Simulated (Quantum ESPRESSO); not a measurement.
**Ru3C: zone-centre phonons under several settings**

```
Ru C
1.0
     3.68320    0.00000    0.00000
     0.00000    3.68320    0.00000
     0.00000    0.00000    3.68320
Ru C
3 1
Direct
  0.00000 0.50000 0.50000
  0.50000 0.00000 0.50000
  0.50000 0.50000 0.00000
  0.00000 0.00000 0.00000
```

The cell was built by a generator and needn't be a form met in nature.

All runs used Quantum ESPRESSO 7.5; k mesh 5 × 5 × 5; relaxed cell; no spin polarisation; cutoff 612 eV; occupations cold, width 0.2 eV.

```tsv
level	potentials	volume (Å³/atom)	lowest optical mode without the field (cm⁻¹)	highest optical mode without the field (cm⁻¹)
PBE	GBRV 1.5 PBE	12.46	386i	182
PBEsol	GBRV 1.5 PBEsol	?	?	?
RPBE	GBRV 1.5 PBE	12.64	384i	174
WC	GBRV 1.5 PBE	12.13	390i	197
BLYP	GBRV 1.5 PBE	13.16	384i	150
vdW-DF-cx	GBRV 1.5 PBE	12.12	383i	201
```

Question: What stands in the row left open?

Answer: Volume 12.01 Å³/atom; lowest optical mode without the field 393i cm⁻¹; highest optical mode without the field 201 cm⁻¹.

Values marked i are imaginary: the cell is unstable against those modes at that level, or the meshes are too thin.

Caveats: the mesh is thin for the phonons of a metal; some modes are imaginary; the potentials were made for another functional, which shifts forces and pressure (some runs).

For the row left open. Caveat: the k mesh is coarse; the mesh is thin for the phonons of a metal; some modes are imaginary.
